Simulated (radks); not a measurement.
**Nuclear size and the levels of Ag**

An exercise on one series of results from a longer session: the logs are not shown, and one member is left open.

The numbers are computed with radks (a radial shooting solver on a logarithmic mesh, Libxc functionals) version 1 (Dirac Kohn-Sham, PBE, spin-unpolarised, spherical densities, finite nucleus), except any that are marked as measured or tabulated.

## What is computed

| Property | Result |
| --- | --- |
| element | silver (Z = 47) |
| charge | 0 |
| electrons | 47 |
| configuration | [Kr] 4d10 5s1 |
| nuclear rms radius | 4.5454 fm |

The outer shells:

Ag
```
[Kr] core
4d [↑↓][↑↓][↑↓][↑↓][↑↓]
5s [↑ ]
```

The first run:

Input:

```text
Z 47
configuration [Kr] 4d10 5s1 5p0 6s0
relativity Dirac
functional pbe,pbe
spin unpolarised
j_filling energy
nucleus finite rms 4.5454 fm
c 137.035999084
```

Started as:

```bash
$ python run_ks.py task.json out
```

The same process makes all the runs of this session.

Steps of the session up to this table: rms radius 4.5454 fm.

One of the session's tables, all rows but one given; the rest of the session is left out.

It belongs to the step «rms radius 4.5454 fm». Sizes of the orbitals, from the radial functions (bohr):

```
level     <r>  outermost maximum (interpolated)  90 % within  nodes
3d5/2  0.3472                             0.275        0.549      0
4s1/2  0.9121                             0.823         1.33      3
4p1/2  0.9797                             0.860         1.45      2
4p3/2   1.011                             0.885         1.50      2
4d3/2       ?                                 ?            ?      ?
4d5/2   1.429                              1.04         2.34      1
5s1/2   3.166                              2.50         4.87      4
5p1/2   5.165                              3.71         8.39      3
```

**Question.** Estimate the row for 4d3/2.

**Answer.** <r>: 1.403; outermost maximum (interpolated): 1.03; 90 % within: 2.28; nodes: 1. In the column «<r>» it lies between 4p3/2 (1.011) and 4d5/2 (1.429).
